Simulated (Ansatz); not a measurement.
Working through vertical energies of changing the electron count of Cl₂HSeSi, SMILES Cl[Si](Cl)[SeH]

Computed with the Python package of Ansatz (0.2.0).

Notebook, run cell by cell (the value of a cell's last expression is shown):

**Cell 1**
```python
import ansatz as az
```

**Cell 2**
```python
def single_point(molecule, charge=0, unpaired=0):
    calc = molecule.calculation().basis(gaussian='def2-SVPD').functional('r2scan0')
    if charge:
        calc = calc.charge(charge)
    if unpaired:
        calc = calc.spin('collinear', total=unpaired)
    report = calc.run(threads=1).report
    if report['published_state_doubts']:
        print('  doubts:', report['published_state_doubts'])
    return report['free_energy_ev']
```

**Cell 3**
```python
molecule = (
    az.Crystal.molecule()
    .atom('Cl', (0.4978, -0.2132, 2.1401))
    .atom('Si', (-0.1241, -0.914, 0.2546))
    .atom('Cl', (1.5487, -1.1837, -0.9468))
    .atom('Se', (-1.4465, 0.5879, -0.7604))
    .atom('H', (-0.426, 1.6493, -0.7289))
)
```

**Cell 4**
```python
# delta-SCF style differences, no relaxation
parent = single_point(molecule, 0, 1)
cation = single_point(molecule, 1, 0)
print(f'E(N)   = {parent:.5f} eV')
print(f'E(N-1) = {cation:.5f} eV  (0 unpaired)')
print(f'vertical ionisation energy {cation - parent:.3f} eV')
anion = single_point(molecule, -1, 0)
print(f'E(N+1) = {anion:.5f} eV  (0 unpaired)')
print(f'vertical electron affinity {parent - anion:.3f} eV' + ('' if anion < parent else ' (unbound in this basis)'))
print(f'fundamental gap IP - EA = {cation + anion - 2 * parent:.3f} eV')
```
Output:
```text
E(N)   = -98270.41369 eV
E(N-1) = -98261.06637 eV  (0 unpaired)
vertical ionisation energy 9.347 eV
E(N+1) = -98272.40121 eV  (0 unpaired)
vertical electron affinity 1.988 eV
fundamental gap IP - EA = 7.360 eV
```

At this unrelaxed geometry removing an electron costs 9.35 eV and adding one releases 1.99 eV.

Total energies depend on the basis set; only differences at equal settings carry meaning. The geometry is a force-field or estimated start, not a minimum of this method, and the basis set is short of its limit. All parts are taken at fixed geometry, without zero-point energy. At an unrelaxed start these energies can be a whole eV from those at the minimum, and a small affinity can change sign. The species is open-shell (spin multiplicity 2). Only the spin states typed were run; another state of an ion can lie lower, by up to an eV or two. Finished in 43 s on 1 thread of Intel(R) Xeon(R) Platinum 8259CL CPU @ 2.50GHz (Skylake/Cascade Lake), on a shared host, peak memory 0.58 GiB.

(Lines on the test bed's own set-up are left out of the output.)
